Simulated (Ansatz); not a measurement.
**SiH2Cl2 (dichlorosilane (DCS)): HF/STO-3G**

Aim: the electronic atomisation energy of SiH2Cl2 (dichlorosilane (DCS)) at HF/STO-3G, from 4 runs. 

The results are computed with Ansatz 0.2.0.

47 further runs of the same task are left out: 4 that didn't finish, 43 set aside as unsound or not needed.

### 1 Starting point

SiH2Cl2: 5 atoms, total charge 0, spin state singlet. SMILES: `Cl[SiH2]Cl`. Geometry: relaxed at PBE0-D4/def2-TZVP.

Bond lengths: Cl1–Si2 2.040 Å, Si2–Cl3 2.040 Å, Si2–H4 1.476 Å, Si2–H5 1.476 Å. Angles: Cl1–Si2–Cl3 110.1°, Cl1–Si2–H4 108.5°, Cl1–Si2–H5 108.5°, Cl3–Si2–H4 108.5°, Cl3–Si2–H5 108.5°, H4–Si2–H5 112.7°.

### 2 The energy at HF/STO-3G

Contents of in.yaml:

```yaml
basis:
  gaussian:
    orbitals: STO-3G
crystal:
  periodic: [false, false, false]
  atoms:
    - {symbol: Cl, position_ang: [-1.036100, -0.393400, 1.609300]}
    - {symbol: Si, position_ang: [0.136800, -0.071700, -0.028900]}
    - {symbol: Cl, position_ang: [-0.799200, 1.196800, -1.324000]}
    - {symbol: H, position_ang: [0.352000, -1.362200, -0.711200]}
    - {symbol: H, position_ang: [1.396500, 0.556600, 0.413400]}
hamiltonian:
  xc: hf
accuracy: high
output: {orbitals: {seedname: orbitals}}
```

Run with:

```sh
$ ansatz run in.yaml --threads 1 --pin off --max-ram 3480MiB --events-out events.jsonl --progress --plain --runs-dir runs
```

The log of the run:

```text
Warning: RAYON_NUM_THREADS=1 ignored (pool sized by the plan → 1); use --threads N
Functional definition: HF
  name "HF"
  exchange = exact_x
  correlation = 0
535 factors; integrals over basis functions are off by at most 2.5e-8 eV
mean field evaluation 1: about -32543.7256 eV, gradient 1.9e1 eV
mean field evaluation 2: about -32543.7572 eV, gradient 1.9e1 eV
mean field evaluation 4: about -32545.5852 eV, gradient 6.8e-1 eV
mean field evaluation 8: about -32545.5877 eV, gradient 2.4e-6 eV
mean field -32545.58765810 eV, -1196.0282862434 hartree, gradient 5.9e-8 eV, S^2 0.000000; 0 other end points of the search recorded, 0 dependent functions left out
reference -32545.58765810 eV, -1196.0282862434 hartree; 25, 25 occupied and 4, 4 virtual orbitals, 535 factors
Total energy: -32545.58765810 eV, -1196.0282862434 hartree
```

Run time: 0.2 s. Hardware: 1 thread of Arm Neoverse V2, shared host.

### 3 The Cl atom, same level

Contents of input.yaml:

```yaml
crystal:
  periodic: [false, false, false]
  atoms:
    - {symbol: Cl, position_ang: [0.000000, 0.000000, 0.000000]}
basis:
  gaussian:
    orbitals: STO-3G
magnetization:
  spin_polarized: true
  initial_magnetization: 1
hamiltonian:
  xc: hf
accuracy: high
```

Run the same way, it converges to -454.54219 Eh (log not shown).

### 4 The H atom, same level

Contents of in.yaml:

```yaml
crystal:
  periodic: [false, false, false]
  atoms:
    - symbol: H
      position_ang: [0.000000, 0.000000, 0.000000]
basis:
  gaussian:
    orbitals: STO-3G
accuracy: high
magnetization:
  spin_polarized: true
  initial_magnetization: 1
hamiltonian:
  xc: hf
```

Run the same way, it converges to -0.46658 Eh (log not shown).

### 5 The Si atom

Contents of input.yaml:

```yaml
basis:
  gaussian: {orbitals: STO-3G}
crystal:
  periodic: [false, false, false]
  atoms:
    - symbol: Si
      position_ang: [0.000000, 0.000000, 0.000000]
magnetization: {spin_polarized: true, initial_magnetization: 2}
hamiltonian: {xc: hf}
accuracy: high
```

Run the same way, it converges to -285.46622 Eh (log not shown).

### 6 What came out

At HF/STO-3G:

```
                     quantity           value
       molecule: total energy  -1196.02829 Eh
        molecule: HOMO energy       -10.70 eV
        molecule: LUMO energy         7.98 eV
      molecule: HOMO–LUMO gap        18.67 eV
        Cl atom: total energy   -454.54219 Eh
                Cl atom: ⟨S²⟩           0.750
         H atom: total energy     -0.46658 Eh
                 H atom: ⟨S²⟩           0.750
        Si atom: total energy   -285.46622 Eh
                Si atom: ⟨S²⟩           2.000
electronic atomisation energy       14.817 eV
```

What this shows: Taking the molecule apart into free atoms costs 14.82 eV (342 kcal/mol), before zero-point energy and without spin-orbit coupling. Hartree–Fock lacks the correlation of the bonding pairs, which as a rule makes this value much too low; in minimal bases other errors can mask that. In a minimal basis such a difference can be off by several eV, whatever the method.
